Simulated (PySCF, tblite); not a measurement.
**C5H7NO2: dynamics, then NMR shifts on frames, part 1 of 2**

Aim: move C5H7NO2 (`C=CC(=O)CC(N)=O`) away from its starting geometry and see how NMR shifts follow the geometry.

The runs use tblite 0.8.0 and PySCF 2.14.0, with density-fitted response routines of our own; the level of theory stands in each step. All values are computed, except where a source is named. Atoms count from 0, in the outputs and in this text.

## (1) The molecule as given

15 atoms, charge 0, multiplicity 1; geometry from: GFN2-xTB.

Bonds of the start (Å): C0–C1 1.33, C1–C2 1.47, C2–O3 1.22, C2–C4 1.51, C4–C5 1.54, C5–N6 1.35, C5–O7 1.21, C0–H8 1.08, C0–H9 1.08, C1–H10 1.08, C4–H11 1.09, C4–H12 1.09, N6–H13 1.01, N6–H14 1.01.

## (2) A short Langevin run with GFN2-xTB

Job settings and geometry (Å):

```
{"job": {"kind": "md", "xc": "GFN2-xTB", "basis": "xTB", "temperature": 400, "steps": 2000, "every": 50, "frames": 5}, "charge": 0, "multiplicity": 1}
C      2.776430    -0.313973    -0.444361
C      1.699478     0.217697     0.123175
C      0.398104     0.227089    -0.568639
O      0.214788    -0.329066    -1.634671
C     -0.728195     0.937037     0.142249
C     -1.784759    -0.096982     0.568062
N     -2.297723    -0.776075    -0.475051
O     -2.124565    -0.237385     1.717576
H      2.710153    -0.746527    -1.430072
H      3.737100    -0.333245     0.040841
H      1.735171     0.660114     1.107506
H     -1.215836     1.619938    -0.555363
H     -0.392241     1.479857     1.022847
H     -1.809479    -0.757465    -1.359942
H     -2.922840    -1.543025    -0.287381
```

Level: GFN2-xTB Langevin dynamics, gas phase.

Started as:

```bash
> OMP_NUM_THREADS=1 python probes_run.py task.json out
```

The driver reads the jobs from task.json and runs them one after another.

Log:

```text
t/fs     T/K      E/eV
    0.0   319.0   -688.17494
   25.0   140.8   -687.53609
   50.0   335.6   -687.78058
   75.0   291.4   -687.62179
  100.0   284.9   -687.52930
  125.0   344.9   -687.72915
  150.0   245.9   -687.50125
  175.0   300.6   -687.70707
  200.0   303.6   -687.52835
  225.0   346.0   -687.68136
  250.0   371.7   -687.69196
  275.0   307.0   -687.43771
  300.0   399.7   -687.68518
  325.0   377.9   -687.51788
  350.0   356.8   -687.47245
  375.0   352.6   -687.50873
  400.0   368.3   -687.63305
  425.0   351.3   -687.71711
  450.0   380.9   -687.52939
  475.0   434.9   -687.51929
  500.0   479.6   -687.68475
  525.0   259.7   -687.26453
  550.0   279.8   -687.35495
  575.0   438.4   -687.38608
  600.0   523.5   -687.58447
  625.0   445.5   -687.58635
  650.0   453.3   -687.60086
  675.0   433.0   -687.53932
  700.0   390.7   -687.47574
  725.0   488.9   -687.62646
  750.0   421.8   -687.29963
  775.0   438.9   -687.34473
  800.0   464.5   -687.47287
  825.0   402.6   -687.41003
  850.0   388.2   -687.29245
  875.0   531.9   -687.64946
  900.0   381.3   -687.43020
  925.0   473.6   -687.31296
  950.0   385.6   -687.34404
  975.0   269.1   -687.30526
 1000.0   255.8   -687.40096
```

It took 17 s on 1 thread of Arm Neoverse N1, shared host; peak memory 0.18 GiB.

Distance from the start (root mean square after alignment): 0 fs 0.00 Å, 200 fs 0.21 Å, 400 fs 0.31 Å, 600 fs 0.37 Å, 800 fs 0.53 Å, 1000 fs 0.68 Å.

Positions (Å) and forces (eV/Å) at 1000 fs:

```xyz
15

C     1.829    1.626    0.671   -1.278   -0.346   -0.337
C     0.854    0.734    0.492   -0.655    0.483   -0.198
C    -0.442    0.851   -0.262    1.018    1.105   -0.402
O    -0.564    1.383   -1.354   -0.572   -0.881    1.226
C    -1.518    0.255    0.678    1.068   -1.301   -2.131
C    -1.333   -1.330    0.429   -1.775    0.895    0.581
N    -2.038   -1.817   -0.611   -0.249    2.471   -0.424
O    -0.811   -2.050    1.226    1.089   -0.195    0.659
H     1.873    2.500    0.065    0.009    0.436   -0.248
H     2.465    1.586    1.517    0.713   -0.322    0.183
H     0.716   -0.130    1.084    0.781   -0.745    0.910
H    -2.518    0.570    0.384    0.102   -0.034    0.288
H    -1.212    0.440    1.696   -0.407    0.148    0.161
H    -2.598   -1.115   -1.099    0.214   -0.743   -0.121
H    -2.263   -2.772   -0.664   -0.057   -0.972   -0.147
```

## (3) Shielding tensors: 250 fs, PBE0/pcSseg-1

Job settings and geometry (Å):

```
{"job": {"kind": "nmr", "xc": "PBE0", "basis": "pcSseg-1", "pop": false}, "charge": 0, "multiplicity": 1}
C      2.117900    -0.434700    -1.240200
C      1.258300    -0.011800    -0.319000
C     -0.105300     0.345200    -0.705600
O     -0.662500     0.050700    -1.762500
C     -0.901200     1.021700     0.469900
C     -1.960200    -0.011100     0.921200
N     -2.694500    -0.431300    -0.110800
O     -2.000100    -0.453500     2.034200
H      1.698500    -0.441800    -2.202800
H      3.169900    -0.797700    -1.068300
H      1.572900     0.029500     0.707700
H     -1.430000     1.966800     0.083500
H     -0.181700     1.265200     1.268700
H     -2.496900    -0.311800    -1.128300
H     -3.110100    -1.333200     0.124300
```

With the program's defaults for keys left out, this is: GIAO PBE0/pcSseg-1 NMR shielding, non-relativistic, gas phase.

Log:

```text
coarse grid: 13008 points
cycle   1  E = -399.1278956843  dE =  1.323e+00  |g| = 1.088e+00  |ddm| = 3.486e+00
cycle   2  E = -398.3390144484  dE =  7.889e-01  |g| = 2.291e+00  |ddm| = 3.057e+00
cycle   3  E = -399.3480726676  dE = -1.009e+00  |g| = 2.203e-01  |ddm| = 2.372e+00
cycle   4  E = -399.3579432943  dE = -9.871e-03  |g| = 8.461e-02  |ddm| = 2.138e-01
cycle   5  E = -399.3593238238  dE = -1.381e-03  |g| = 2.264e-02  |ddm| = 6.049e-02
cycle   6  E = -399.3594343507  dE = -1.105e-04  |g| = 6.271e-03  |ddm| = 1.889e-02
cycle   7  E = -399.3594415772  dE = -7.226e-06  |g| = 3.047e-03  |ddm| = 6.389e-03
final grid: 127056 points
cycle   8  E = -399.4259860125  dE =  1.261e-05  |g| = 1.846e-02  |ddm| = 2.812e-02
cycle   9  E = -399.4257771962  dE =  2.088e-04  |g| = 3.807e-02  |ddm| = 4.057e-02
cycle  10  E = -399.4260508729  dE = -2.737e-04  |g| = 2.063e-03  |ddm| = 2.830e-02
cycle  11  E = -399.4260517460  dE = -8.731e-07  |g| = 4.544e-04  |ddm| = 1.552e-03
cycle  12  E = -399.4260517867  dE = -4.068e-08  |g| = 2.095e-04  |ddm| = 4.875e-04
cycle  13  E = -399.4260517957  dE = -9.002e-09  |g| = 5.914e-05  |ddm| = 2.032e-04
cycle  14  E = -399.4260517963  dE = -6.443e-10  |g| = 2.110e-05  |ddm| = 6.242e-05
converged SCF energy = -399.4260517963

GIAO shielding tensors (ppm)
atom      isotropic    diamagn.    paramagn.     s11        s22        s33       span
  0 C       38.227     255.409    -217.182    -85.008     26.863    172.826    257.834
  1 C       43.311     258.477    -215.166    -77.957     67.356    140.533    218.489
  2 C      -24.888     253.216    -278.104   -112.525    -61.184     99.045    211.571
  3 O     -268.198     402.951    -671.149   -808.458   -372.632    376.495   1184.952
  4 C      121.710     253.752    -132.042    101.634    121.459    142.037     40.404
  5 C       23.660     250.918    -227.258    -61.404     36.520     95.865    157.269
  6 N      150.713     324.205    -173.491     63.419    169.422    219.300    155.881
  7 O      -88.453     399.182    -487.635   -390.678   -167.083    292.402    683.080
  8 H       24.896      32.282      -7.386     20.266     24.486     29.934      9.668
  9 H       24.346      27.929      -3.583     22.099     24.426     26.514      4.415
 10 H       24.649      33.535      -8.886     20.411     23.642     29.894      9.483
 11 H       27.107      28.624      -1.517     24.691     26.225     30.404      5.713
 12 H       27.955      32.354      -4.399     26.047     27.628     30.190      4.143
 13 H       22.919      32.398      -9.479     15.186     23.966     29.605     14.418
 14 H       27.606      29.925      -2.319     23.112     24.505     35.201     12.089
```

Run time: 45 s. Hardware: 1 thread of Arm Neoverse N1, shared host; peak memory 0.76 GiB.

The references, computed at this level on geometries of the same kind, shield at (ppm): ¹H TMS 31.72, ¹³C TMS 186.9, ¹⁵N NH3 267.7, ¹⁷O H2O 336.1. Their shielding less the atom's gives the shift. The references are single molecules in the gas phase, so shifts against H2O, NH3, PH3, H3PO4 or CFCl3 are not on the usual liquid scales and can be off by tens of ppm. Each atom is listed at this fixed geometry, with no averaging over motion; a spectrum would average atoms that exchange fast.

```csv
atoms,environment,σ (ppm),δ (ppm)
C2,ketone carbonyl carbon,-24.9,211.8
C5,amide carbonyl carbon,23.7,163.3
C0,β carbon of a C=C–C=O unit,38.2,148.7
C1,α carbon of a C=C–C=O unit,43.3,143.6
C4,sp3 CH2 α to a carbonyl,121.7,65.2
H13,hydrogen on an amide-type nitrogen,22.92,8.80
H9,hydrogen on a β carbon of a C=C–C=O unit,24.35,7.37
H10,hydrogen on an α carbon of a C=C–C=O unit,24.65,7.07
H8,hydrogen on a β carbon of a C=C–C=O unit,24.90,6.82
H11,hydrogen on an sp3 CH2 α to a carbonyl,27.11,4.61
H14,hydrogen on an amide-type nitrogen,27.61,4.11
H12,hydrogen on an sp3 CH2 α to a carbonyl,27.96,3.76
O3,ketone oxygen,-268.2,604.3
O7,amide-type carbonyl oxygen,-88.5,424.5
N6,amide-type nitrogen,150.7,117.0
```

Orbitals, density, ELF and potential are computed afterwards from the orbital file.

Frontier orbitals at PBE0/pcSseg-1, with the share of their density that lies nearest to each atom:

```csv
orbital,energy (eV),lies on
HOMO,-7.41,O7 59 %; C4 11 %; O3 8 %
LUMO,-2.38,"C0, C2 about 25 % each; O3 17 %; C1 10 %"
```

ELF in a plane through or near 6 of the atoms.

Values, 10 rows by 14 columns:
```
0.00 0.00 0.00 0.00 0.00 0.00 0.00 0.00 0.00 0.00 0.00 0.00 0.00 0.00
0.00 0.00 0.00 0.00 0.00 0.00 0.00 0.00 0.00 0.00 0.00 0.00 0.00 0.00
0.00 0.00 0.00 0.00 0.00 0.02 0.07 0.99 0.50 0.00 0.00 0.00 0.00 0.00
0.00 0.00 0.00 0.03 0.11 0.42 0.05 1.00 0.64 0.05 0.03 0.00 0.00 0.00
0.00 0.00 0.07 0.29 0.73 0.61 0.46 0.66 0.64 0.56 0.08 0.00 0.00 0.00
0.00 0.00 0.13 0.43 0.60 0.46 0.30 0.66 0.11 0.47 0.70 0.16 0.00 0.00
0.00 0.00 0.02 0.76 1.00 0.03 0.81 0.80 0.27 0.91 0.76 0.27 0.00 0.00
0.00 0.00 0.00 0.45 0.95 0.07 0.86 0.74 0.16 0.89 0.10 0.01 0.00 0.00
0.00 0.00 0.00 0.00 0.00 0.00 0.12 0.07 0.00 0.01 0.00 0.00 0.00 0.00
0.00 0.00 0.00 0.00 0.00 0.00 0.00 0.00 0.00 0.00 0.00 0.00 0.00 0.00
```
The map spans 12.6 Å across and 8.9 Å up, centred on the molecule. Atoms in the plane (x, y in Å): C2 (-0.4, -0.2), O3 (-0.2, -1.4), C4 (0.7, 0.8), H8 (-2.6, -1.3), H12 (0.3, 1.8), H13 (1.7, -1.6).

log10 of the density (e/Å³) in the same plane.

Ten even steps from '0' (-4.0) to '9' (1.3):
```
0000000000000000000000000000
0000000000000000000000000000
0000000000000111100000000000
0000000001122344321100000000
0000000122333455433210000000
0000011233444576544321000000
0000122345555677654432100000
0001233455665678765543100000
0002345566776779776543200000
0012345667777777776554210000
0012456677778976666654310000
0002346776667876567765320000
0002345676568986677654310000
0001235665568876677654310000
0000124454456765565443200000
0000012333345554444321000000
0000001111233433222210000000
0000000000001110000000000000
0000000000000000000000000000
0000000000000000000000000000
```
The map spans 12.6 Å across and 8.9 Å up, centred on the molecule. Atoms in the plane (x, y in Å): C2 (-0.4, -0.2), O3 (-0.2, -1.4), C4 (0.7, 0.8), H8 (-2.6, -1.3), H12 (0.3, 1.8), H13 (1.7, -1.6).

On the surface of density 0.002 e/bohr³ the electrostatic potential runs, from the 1st to the 99th percentile, from -1.89 V near O7 to 1.51 V near H14.

## (4) Nuclear shieldings: 425 fs, PBE0/pcSseg-1

Job settings and geometry (Å):

```
{"job": {"kind": "nmr", "xc": "PBE0", "basis": "pcSseg-1", "pop": false}, "charge": 0, "multiplicity": 1}
C      1.971400     0.363500    -1.087400
C      1.082400    -0.051800    -0.193200
C     -0.287000     0.297000    -0.362100
O     -0.769500     0.242000    -1.490400
C     -1.084400     0.496600     0.932600
C     -1.835100    -0.834400     1.037500
N     -2.719000    -0.994700     0.055200
O     -1.619500    -1.551500     2.028500
H      1.757400     1.039500    -1.935000
H      3.019100     0.142500    -0.982700
H      1.453400    -0.574600     0.639700
H     -1.873800     1.222800     0.860700
H     -0.483300     0.612000     1.853200
H     -2.476000    -0.472500    -0.773900
H     -3.207800    -1.853700    -0.159400
```

Method: GIAO PBE0/pcSseg-1 NMR shielding, non-relativistic, gas phase.

Log:

```text
coarse grid: 13008 points
cycle   1  E = -399.1134189623  dE =  1.436e+00  |g| = 1.113e+00  |ddm| = 3.500e+00
cycle   2  E = -398.2064615350  dE =  9.070e-01  |g| = 2.419e+00  |ddm| = 3.249e+00
cycle   3  E = -399.3460659550  dE = -1.140e+00  |g| = 2.320e-01  |ddm| = 2.525e+00
cycle   4  E = -399.3563487600  dE = -1.028e-02  |g| = 1.030e-01  |ddm| = 2.290e-01
cycle   5  E = -399.3580159791  dE = -1.667e-03  |g| = 4.886e-02  |ddm| = 9.136e-02
cycle   6  E = -399.3584880962  dE = -4.721e-04  |g| = 1.072e-02  |ddm| = 4.435e-02
cycle   7  E = -399.3585071235  dE = -1.903e-05  |g| = 3.974e-03  |ddm| = 9.313e-03
cycle   8  E = -399.3585102255  dE = -3.102e-06  |g| = 9.299e-04  |ddm| = 3.250e-03
final grid: 127056 points
cycle   9  E = -399.4241152639  dE = -1.394e-06  |g| = 1.650e-02  |ddm| = 2.567e-02
cycle  10  E = -399.4239468289  dE =  1.684e-04  |g| = 3.419e-02  |ddm| = 3.522e-02
cycle  11  E = -399.4241667498  dE = -2.199e-04  |g| = 2.009e-03  |ddm| = 2.525e-02
cycle  12  E = -399.4241675858  dE = -8.361e-07  |g| = 3.742e-04  |ddm| = 1.524e-03
cycle  13  E = -399.4241676099  dE = -2.404e-08  |g| = 2.156e-04  |ddm| = 4.806e-04
cycle  14  E = -399.4241676212  dE = -1.128e-08  |g| = 3.629e-05  |ddm| = 1.881e-04
cycle  15  E = -399.4241676214  dE = -2.213e-10  |g| = 1.814e-05  |ddm| = 3.878e-05
converged SCF energy = -399.4241676214

GIAO shielding tensors (ppm)
atom      isotropic    diamagn.    paramagn.     s11        s22        s33       span
  0 C       43.956     252.637    -208.682    -66.710     29.941    168.635    235.344
  1 C       42.657     258.450    -215.793    -80.412     59.491    148.892    229.304
  2 C      -23.215     251.029    -274.244   -106.542    -68.887    105.784    212.326
  3 O     -287.548     402.119    -689.668   -849.661   -359.189    346.205   1195.866
  4 C      126.097     251.993    -125.895    105.899    123.840    148.553     42.654
  5 C       11.964     248.934    -236.970    -89.633     34.428     91.096    180.729
  6 N      157.278     326.088    -168.810     72.596    186.454    212.784    140.188
  7 O     -144.871     398.498    -543.369   -490.993   -227.431    283.811    774.804
  8 H       24.805      29.966      -5.161     21.314     24.989     28.112      6.798
  9 H       25.893      29.366      -3.474     23.510     25.735     28.434      4.924
 10 H       24.697      33.684      -8.988     20.089     24.433     29.569      9.481
 11 H       28.369      30.463      -2.093     25.844     27.584     31.680      5.836
 12 H       27.368      31.254      -3.885     26.204     27.151     28.749      2.545
 13 H       25.009      34.166      -9.157     16.898     26.280     31.850     14.952
 14 H       27.400      29.450      -2.050     22.710     23.567     35.922     13.211
```

Run time: 35 s. Hardware: 1 thread of Arm Neoverse N1, shared host; peak memory 0.79 GiB.

In short: δ C2 210.1, C5 175.0, C1 144.3, C0 143.0, H10 7.02, H8 6.91 ppm.

(Continued in part 2 of 2.)
